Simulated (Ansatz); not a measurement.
# InTe4: the cost of one run

Computed with Ansatz 0.2.0 (DFT PBE, scalar-relativistic, plane waves, PAW, unless a step's input says otherwise).

**1. Starting point**

The structure is hexagonal, space group P6/mmm (No. 191). Conventional cell: a = 5.838 Å, b = 5.838 Å, c = 5.346 Å, α = 90.00°, β = 90.00°, γ = 120.00°. Around In (site symmetry 6/mmm) lie 2 Te at 2.67 Å. Te (site symmetry mmm) is surrounded by 6 Te at 2.92 Å. Te (site symmetry 6/mmm) is surrounded by 2 In at 2.67 Å and 6 Te at 2.92 Å.

Structure file:

```xyz
5
Lattice="5.8382 0.0000 0.0000 -2.9191 5.0561 0.0000 0.0000 0.0000 5.3460" Properties=species:S:1:pos:R:3 pbc="T T T"
In    0.0000    0.0000    2.6730
Te    2.9191    0.0000    0.0000
Te   -1.4596    2.5280    0.0000
Te    1.4596    2.5280    0.0000
Te    0.0000    0.0000    0.0000
```

Recipe of the guess: random cell by space group and Wyckoff sites (P6/mmm, No. 191). The dimensions are guesses.

**2. A first look at the guess**

The input, input.yaml:

```yaml
crystal:
  lattice:
    - [5.83824846, 0.0, 0.0]
    - [-2.91912423, 5.05607148, 0.0]
    - [0.0, 0.0, 5.34600868]
  atoms:
    - { symbol: In, position: [0.0, 0.0, 0.5] }
    - { symbol: Te, position: [0.5, 0.0, 0.0] }
    - { symbol: Te, position: [0.0, 0.5, 0.0] }
    - { symbol: Te, position: [0.5, 0.5, 0.0] }
    - { symbol: Te, position: [0.0, 0.0, 0.0] }
basis:
  ecutwfc: 420
kpoints:
  mp_grid: { grid: [3, 3, 4] }
hamiltonian:
  xc: pbe
scf:
  occupations: { method: gaussian, width: 0.1 }
  lower_state_search: "off"
output:
  forces: true
  stress: true
  eigenvalues: true
```

Launch:

```
ansatz run input.yaml --threads 1 --pin off --max-ram 2560MiB --backend cpu --events-out ev --progress --plain --runs-dir out
```

**Question.** How long does this run take on 1 thread of Intel Xeon 6975P-C (Granite Rapids), shared host, and how much memory does it need?

About 2.2 s, with a peak of 0.45 GiB.
